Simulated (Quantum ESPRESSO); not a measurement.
# Al2W2O (Cmmm) in Quantum ESPRESSO: a series of runs

Aim: see how the results for Al2W2O move with the level of theory and the settings. Levels: PBEsol+D3, PBE. Tasks: single point.

All numbers are computed with Quantum ESPRESSO 7.5; they aren't measurements. Logs are shortened: lines on timing, memory, paths and dates and some standing lists are left out, and cuts for length are marked.

## (1) The structure

The structure is orthorhombic, space group Cmmm (No. 65). Conventional cell: a = 7.104 Å, b = 7.547 Å, c = 3.451 Å, α = 90.00°, β = 90.00°, γ = 90.00°. Al (site symmetry 2mm) has 1 Al at 1.69 Å as nearest neighbours. W (site symmetry m2m) is surrounded by 2 Al at 1.96 Å and 1 O at 2.00 Å. O (site symmetry mmm) has 2 W at 2.00 Å as nearest neighbours.

The cell was built by a generator and needn't be a form met in nature.

## (2) Single point, PBEsol+D3

Contents of run.py:

```python
import numpy as np
from ase.calculators.espresso import Espresso, EspressoProfile
from ase.io import read

atoms = read('Al2W2O.cif')

input_data = {
    'control': {'calculation': 'scf', 'prefix': 'pwscf', 'outdir': './tmp', 'tprnfor': True, 'tstress': True, 'disk_io': 'nowf', 'verbosity': 'high'},
    'system': {'ecutwfc': 45.0, 'ecutrho': 360.0, 'nbnd': 28, 'input_dft': 'pbesol', 'occupations': 'smearing', 'smearing': 'gaussian', 'degauss': 0.00734986, 'vdw_corr': 'grimme-d3', 'dftd3_version': 3},
    'electrons': {'conv_thr': 1e-09, 'electron_maxstep': 120, 'mixing_beta': 0.5},
}
pseudopotentials = {'O': 'o_pbe_v1.2.uspp.F.UPF', 'W': 'w_pbe_v1.2.uspp.F.UPF', 'Al': 'al_pbe_v1.uspp.F.UPF'}
profile = EspressoProfile(command='pw.x', pseudo_dir='pseudo')
dft = Espresso(profile=profile, input_data=input_data, pseudopotentials=pseudopotentials, kpts=(5, 5, 8), koffset=(0, 0, 0))
atoms.calc = dft

print(f'energy {atoms.get_potential_energy():.8f} eV')
print('forces (eV/A)')
print(np.round(atoms.get_forces(), 6))
print('stress (eV/A^3, Voigt)')
print(np.round(atoms.get_stress(), 8))
print(f'Fermi level {dft.get_fermi_level():.4f} eV')
```

Contents of Al2W2O.cif:

```cif
data_Al2W2O
_cell_length_a 5.18241487
_cell_length_b 5.18241487
_cell_length_c 3.45144943
_cell_angle_alpha 90.00000000
_cell_angle_beta 90.00000000
_cell_angle_gamma 93.46246917
_space_group_name_H-M_alt 'P1'
_space_group_name_Hall 'P 1'
_space_group_IT_number 1
loop_
_space_group_symop_operation_xyz
'x,y,z'
loop_
_atom_site_label
_atom_site_type_symbol
_atom_site_symmetry_multiplicity
_atom_site_Wyckoff_symbol
_atom_site_fract_x
_atom_site_fract_y
_atom_site_fract_z
_atom_site_occupancy
Al1 Al 1 a 0.3813830000 0.3813830000 0.0000000000 1
Al2 Al 1 a 0.6186170000 0.6186170000 0.0000000000 1
W1 W 1 a 0.7350852900 0.2649147100 0.0000000000 1
W2 W 1 a 0.2649147100 0.7350852900 0.0000000000 1
O1 O 1 a 0.0000000000 0.0000000000 0.0000000000 1
```

Potentials or basis: GBRV 1.5 PBE.

Command:

```sh
> OMP_NUM_THREADS=1 python run.py
```

What it wrote:

```text
energy -4917.86300673 eV
forces (eV/A)
[[-21.671059 -23.021905   0.      ]
 [ 21.671059  23.021905   0.      ]
 [ 17.964117 -16.910076   0.      ]
 [-17.964117  16.910076  -0.      ]
 [  0.         0.         0.      ]]
stress (eV/A^3, Voigt)
[-0.63766689 -0.61332837  0.1413017  -0.         -0.          0.20112151]
Fermi level 9.2386 eV
```

espresso.pwi:

```text
&CONTROL
   calculation      = 'scf'
   verbosity        = 'high'
   tstress          = .true.
   tprnfor          = .true.
   outdir           = './tmp'
   prefix           = 'pwscf'
   disk_io          = 'nowf'
   pseudo_dir       = 'pseudo'
/
&SYSTEM
   nbnd             = 28
   ecutwfc          = 45.0
   ecutrho          = 360.0
   occupations      = 'smearing'
   degauss          = 0.00734986
   smearing         = 'gaussian'
   input_dft        = 'pbesol'
   vdw_corr         = 'grimme-d3'
   dftd3_version    = 3
   ntyp             = 3
   nat              = 5
   ibrav            = 0
/
&ELECTRONS
   electron_maxstep = 120
   conv_thr         = 1e-09
   mixing_beta      = 0.5
/
&IONS
/
&CELL
/
&FCP
/
&RISM
/
ATOMIC_SPECIES
Al 26.9815385 al_pbe_v1.uspp.F.UPF
W 183.84 w_pbe_v1.2.uspp.F.UPF
O 15.999 o_pbe_v1.2.uspp.F.UPF

K_POINTS automatic
5 5 8  0 0 0

CELL_PARAMETERS angstrom
5.18241487000000 0.00000000000000 0.00000000000000
-0.31299045201032 5.17295475156583 0.00000000000000
0.00000000000000 0.00000000000000 3.45144943000000

ATOMIC_POSITIONS angstrom
Al 1.8571156928 1.9728770020 0.0000000000  
Al 3.0123087252 3.2000777495 0.0000000000  
W 3.7266011628 1.3703918079 0.0000000000  
W 1.1428232552 3.8025629437 0.0000000000  
O 0.0000000000 0.0000000000 0.0000000000
```

espresso.pwo:

```text
This program is part of the open-source Quantum ESPRESSO suite
     for quantum simulation of materials; please cite
         "P. Giannozzi et al., J. Phys.:Condens. Matter 21 395502 (2009);
         "P. Giannozzi et al., J. Phys.:Condens. Matter 29 465901 (2017);
         "P. Giannozzi et al., J. Chem. Phys. 152 154105 (2020);
     in publications or presentations arising from this work. More details at

Warning: card &CELL ignored
Warning: card &FCP ignored
Warning: card &RISM ignored

     IMPORTANT: XC functional enforced from input :
     Exchange-correlation= PBESOL
                           (   1   4  10   8   0   0   0)
     Any further DFT definition will be discarded
     Please, verify this is what you really want

     Message from routine setup:
     using ibrav=0 with symmetry is DISCOURAGED, use correct ibrav instead

     G-vector sticks info
     --------------------
     sticks:   dense  smooth     PW     G-vecs:    dense   smooth      PW
     Sum        2747    1363    411                72085    25441    4125

     Using Slab Decomposition

     bravais-lattice index     =            0
     lattice parameter (alat)  =       9.7933  a.u.
     unit-cell volume          =     624.4087 (a.u.)^3
     number of atoms/cell      =            5
     number of atomic types    =            3
     number of electrons       =        40.00
     number of Kohn-Sham states=           28
     kinetic-energy cutoff     =      45.0000  Ry
     charge density cutoff     =     360.0000  Ry
     scf convergence threshold =      1.0E-09
     mixing beta               =       0.5000
     number of iterations used =            8  plain     mixing
     Exchange-correlation= PBESOL
                           (   1   4  10   8   0   0   0)

     celldm(1)=   9.793345  celldm(2)=   0.000000  celldm(3)=   0.000000
     celldm(4)=   0.000000  celldm(5)=   0.000000  celldm(6)=   0.000000

     crystal axes: (cart. coord. in units of alat)
               a(1) = (   1.000000   0.000000   0.000000 )
               a(2) = (  -0.060395   0.998175   0.000000 )
               a(3) = (   0.000000   0.000000   0.665992 )

     reciprocal axes: (cart. coord. in units 2 pi/alat)
               b(1) = (  1.000000  0.060505 -0.000000 )
               b(2) = (  0.000000  1.001829  0.000000 )
               b(3) = (  0.000000 -0.000000  1.501518 )

     PseudoPot. # 1 for Al read from file:
     al_pbe_v1.uspp.F.UPF
     Pseudo is Ultrasoft + core correction, Zval =  3.0
     Generated by new atomic code, or converted to UPF format
     Using radial grid of  893 points,  3 beta functions with:
                l(1) =   0
                l(2) =   1
                l(3) =   2
     Q(r) pseudized with  8 coefficients,  rinner =    0.900   0.900   0.900
                                                       0.900   0.900
[... 440 lines left out ...]

          k = 0.0000 0.0000 0.0000 (  3193 PWs)   bands (ev):

   -64.0428 -64.0386 -28.9880 -28.9011 -28.4195 -28.3710 -28.2950 -28.2859
    -9.4851   1.6259   2.7076   3.2289   5.4652   5.5247   7.6449   7.6588
     7.7308   8.4417   8.5552   9.3886   9.8561   9.8706  10.3457  10.6469
    11.3198  13.2547  14.0917  14.6755
[... 833 lines left out ...]
     occupation numbers
     1.0000   1.0000   1.0000   1.0000   1.0000   1.0000   1.0000   1.0000
     1.0000   1.0000   1.0000   1.0000   1.0000   1.0000   1.0000   1.0000
     1.0000   1.0000   1.0000   0.2524   0.2362   0.0000   0.0000   0.0000
     0.0000   0.0000   0.0000   0.0000

     the Fermi energy is     9.2386 ev

!    total energy              =    -361.45629572 Ry
     estimated scf accuracy    <          6.3E-11 Ry
     smearing contrib. (-TS)   =      -0.00291062 Ry
     internal energy E=F+TS    =    -361.45338510 Ry

     The total energy is F=E-TS. E is the sum of the following terms:
     one-electron contribution =    -143.06526493 Ry
     hartree contribution      =      83.83690170 Ry
     xc contribution           =     -98.02348648 Ry
     ewald contribution        =    -204.12231077 Ry
     DFT-D3 Dispersion         =      -0.07922462 Ry

     convergence has been achieved in  12 iterations

     negative rho (up, down):  1.287E-01 0.000E+00

     Forces acting on atoms (cartesian axes, Ry/au):

     atom    1 type  1   force =    -0.84287008   -0.89540962    0.00000000
     atom    2 type  1   force =     0.84287008    0.89540962    0.00000000
     atom    3 type  2   force =     0.69869297   -0.65769729    0.00000000
     atom    4 type  2   force =    -0.69869297    0.65769729   -0.00000000
     atom    5 type  3   force =     0.00000000    0.00000000    0.00000000
     The non-local contrib.  to forces
     atom    1 type  1   force =    -0.73666122   -0.78257964    0.00000000
     atom    2 type  1   force =     0.73666122    0.78257964    0.00000000
     atom    3 type  2   force =    -0.18715490    0.17617103    0.00000000
     atom    4 type  2   force =     0.18715490   -0.17617103    0.00000000
     atom    5 type  3   force =     0.00000000    0.00000000    0.00000000
     The ionic contribution  to forces
     atom    1 type  1   force =    -2.76337110   -2.93562287   -0.00000000
     atom    2 type  1   force =     2.76337110    2.93562287    0.00000000
     atom    3 type  2   force =     0.22151294   -0.20851536    0.00000000
     atom    4 type  2   force =    -0.22151294    0.20851536   -0.00000000
     atom    5 type  3   force =    -0.00000000    0.00000000   -0.00000000
     The local contribution  to forces
     atom    1 type  1   force =     2.57536049    2.73589143   -0.00000000
     atom    2 type  1   force =    -2.57536049   -2.73589143    0.00000000
     atom    3 type  2   force =     0.64403689   -0.60625477    0.00000000
     atom    4 type  2   force =    -0.64403689    0.60625477    0.00000000
     atom    5 type  3   force =     0.00000000    0.00000000    0.00000000
     The core correction contribution to forces
     atom    1 type  1   force =     0.08160610    0.08669287    0.00000000
     atom    2 type  1   force =    -0.08160610   -0.08669287   -0.00000000
     atom    3 type  2   force =     0.01949981   -0.01835570    0.00000000
     atom    4 type  2   force =    -0.01949981    0.01835570    0.00000000
     atom    5 type  3   force =     0.00000000   -0.00000000    0.00000000
     The Hubbard contrib.    to forces
     atom    1 type  1   force =     0.00000000    0.00000000    0.00000000
     atom    2 type  1   force =     0.00000000    0.00000000    0.00000000
     atom    3 type  2   force =     0.00000000    0.00000000    0.00000000
     atom    4 type  2   force =     0.00000000    0.00000000    0.00000000
     atom    5 type  3   force =     0.00000000    0.00000000    0.00000000
     The SCF correction term to forces
     atom    1 type  1   force =    -0.00000133   -0.00000068    0.00000000
     atom    2 type  1   force =     0.00000133    0.00000068    0.00000000
     atom    3 type  2   force =     0.00002222   -0.00001201    0.00000000
     atom    4 type  2   force =    -0.00002222    0.00001201    0.00000000
     atom    5 type  3   force =    -0.00000000    0.00000000   -0.00000000

     DFT-D3 dispersion contribution to forces:
     atom    1 type  1   force =     0.00019698    0.00020926    0.00000000
     atom    2 type  1   force =    -0.00019698   -0.00020926   -0.00000000
     atom    3 type  2   force =     0.00077601   -0.00073048   -0.00000000
     atom    4 type  2   force =    -0.00077601    0.00073048   -0.00000000
     atom    5 type  3   force =    -0.00000000    0.00000000    0.00000000

     Total force =     2.205868     Total SCF correction =     0.000036

     DFT-D3 dispersion Force =     0.001561

     Computing stress (Cartesian axis) and pressure

     negative rho (up, down):  1.287E-01 0.000E+00
          total   stress  (Ry/bohr**3)                   (kbar)     P=      592.64
   0.00694507  -0.00219049   0.00000000         1021.65     -322.23        0.00
  -0.00219049   0.00667999   0.00000000         -322.23      982.66        0.00
   0.00000000   0.00000000  -0.00153897            0.00        0.00     -226.39

     kinetic stress (kbar)  18028.31    -56.87      0.00
                              -56.87  18021.43      0.00
                                0.00      0.00  17773.78

     local   stress (kbar)  -4291.69  14188.50     -0.00
                            14188.50  -2574.74     -0.00
                               -0.00     -0.00  14443.02

     nonloc. stress (kbar)  -5701.58     86.35      0.00
                               86.35  -5691.13      0.00
                                0.00      0.00  -5648.72

     hartree stress (kbar)   8495.55  -4551.26      0.00
                            -4551.26   7944.80      0.00
                                0.00      0.00   3310.88

     exc-cor stress (kbar)   8873.70    -10.21      0.00
                              -10.21   8872.47     -0.00
                                0.00     -0.00   8854.85

     corecor stress (kbar) -13618.13     25.20      0.00
                               25.20 -13615.08      0.00
                                0.00      0.00 -13555.27

     ewald   stress (kbar) -10744.61 -10002.24      0.00
                           -10002.24 -11954.98      0.00
                                0.00      0.00 -25389.79

     hubbard stress (kbar)      0.00      0.00      0.00
                                0.00      0.00      0.00
                                0.00      0.00      0.00

     DFT-D   stress (kbar)    -19.89     -1.71      0.00
                               -1.71    -20.10     -0.00
                                0.00      0.00    -15.15

     XDM     stress (kbar)      0.00      0.00      0.00
                                0.00      0.00      0.00
                                0.00      0.00      0.00

     dft-nl  stress (kbar)      0.00      0.00      0.00
                                0.00      0.00      0.00
                                0.00      0.00      0.00

     TS-vdW  stress (kbar)      0.00      0.00      0.00
                                0.00      0.00      0.00
                                0.00      0.00      0.00

     MDB     stress (kbar)      0.00      0.00      0.00
                                0.00      0.00      0.00
                                0.00      0.00      0.00

     3D-RISM stress (kbar)      0.00      0.00      0.00
                                0.00      0.00      0.00
                                0.00      0.00      0.00

=------------------------------------------------------------------------------=
   JOB DONE.
=------------------------------------------------------------------------------=
```

Run time: 1.7 min. Hardware: 1 thread of Intel Xeon 6975P-C (Granite Rapids), shared host; peak memory 0.61 GiB.

What came out:

| Item | Value |
| --- | --- |
| Free energy | -4917.8634 eV |
| Pressure | 59.3 GPa |
| Largest force | 31.617 eV/Å |
| Band gap on the k mesh | none (metal or under the smearing width) |

Forces in eV/Å, atoms in the order of the input:
```
Al  -21.671 -23.022   0.000
Al   21.671  23.022   0.000
W    17.964 -16.910   0.000
W   -17.964  16.910   0.000
O     0.000   0.000   0.000
```

Levels at points of the mesh, in eV from the Fermi level:
```tsv
k point	band 16	band 17	band 18	band 19	band 20	band 21	band 22	band 23	band 24	band 25
(0.00, 0.00, 0.00)	-1.58	-1.51	-0.80	-0.68	0.15	0.62	0.63	1.11	1.41	2.08
(0.00, 0.00, -0.50)	-1.34	-1.13	-1.00	-0.40	-0.12	1.60	1.93	2.16	2.53	2.73
```

Caveat: the potentials were made for another functional, which shifts forces and pressure; a pressure of tens of GPa on the cell as given is suspect, and the run, the potentials or the cell itself is likely at fault; pairwise dispersion overbinds metals, which lowers pressure and volume. Spin-orbit coupling is left out, which matters for the levels of W.

## (3) Single point, PBE

Contents of run.py:

```python
import numpy as np
from ase.calculators.espresso import Espresso, EspressoProfile
from ase.io import read

atoms = read('Al2W2O.cif')

input_data = {
    'control': {'calculation': 'scf', 'prefix': 'pwscf', 'outdir': './tmp', 'tprnfor': True, 'tstress': True, 'disk_io': 'nowf'},
    'system': {'ecutwfc': 45.0, 'ecutrho': 360.0, 'nbnd': 28, 'input_dft': 'pbe', 'occupations': 'tetrahedra'},
    'electrons': {'conv_thr': 1e-09, 'electron_maxstep': 120, 'mixing_beta': 0.5},
}
pseudopotentials = {'O': 'o_lda_v1.2.uspp.F.UPF', 'W': 'w_lda_v1.2.uspp.F.UPF', 'Al': 'al_lda_v1.uspp.F.UPF'}
profile = EspressoProfile(command='pw.x', pseudo_dir='pseudo')
dft = Espresso(profile=profile, input_data=input_data, pseudopotentials=pseudopotentials, kpts=(5, 5, 8), koffset=(0, 0, 0))
atoms.calc = dft

print(f'energy {atoms.get_potential_energy():.8f} eV')
print('forces (eV/A)')
print(np.round(atoms.get_forces(), 6))
print('stress (eV/A^3, Voigt)')
print(np.round(atoms.get_stress(), 8))
print(f'Fermi level {dft.get_fermi_level():.4f} eV')
```

Al2W2O.cif is that of step 2.

Potentials or basis: GBRV 1.5 LDA.

Command:

```sh
> OMP_NUM_THREADS=1 python run.py
```

Wall time 83 s (1 thread of Intel Xeon 6975P-C (Granite Rapids), shared host); peak memory 0.61 GiB.

The run converged. Its results:

| Property | Result |
| --- | --- |
| Free energy | -4942.4751 eV |
| Pressure | 63.5 GPa |
| Largest force | 31.397 eV/Å |
| Band gap on the k mesh | none (metal or under the smearing width) |

Forces on the atoms (eV/Å):
```
Al  -21.520 -22.862   0.000
Al   21.520  22.862   0.000
W    17.895 -16.845   0.000
W   -17.895  16.845   0.000
O     0.000   0.000   0.000
```

Stress tensor (GPa, compression positive):
```
106.75 -33.30   0.00
-33.30 102.72   0.00
  0.00   0.00 -19.12
```

Levels at points of the mesh, in eV from the Fermi level:
| k point | band 17 | band 18 | band 19 | band 20 | band 21 | band 22 | band 23 | band 24 |
| --- | --- | --- | --- | --- | --- | --- | --- | --- |
| (0.00, 0.00, 0.00) | -1.52 | -0.82 | -0.70 | 0.17 | 0.64 | 0.67 | 1.03 | 1.42 |
| (0.00, 0.00, -0.50) | -1.10 | -1.01 | -0.40 | -0.10 | 1.52 | 1.93 | 2.16 | 2.53 |

Caveat: the potentials were made for another functional, which shifts forces and pressure; a pressure of tens of GPa on the cell as given is suspect, and the run, the potentials or the cell itself is likely at fault. The run has no spin-orbit coupling, so splittings on W are missing.
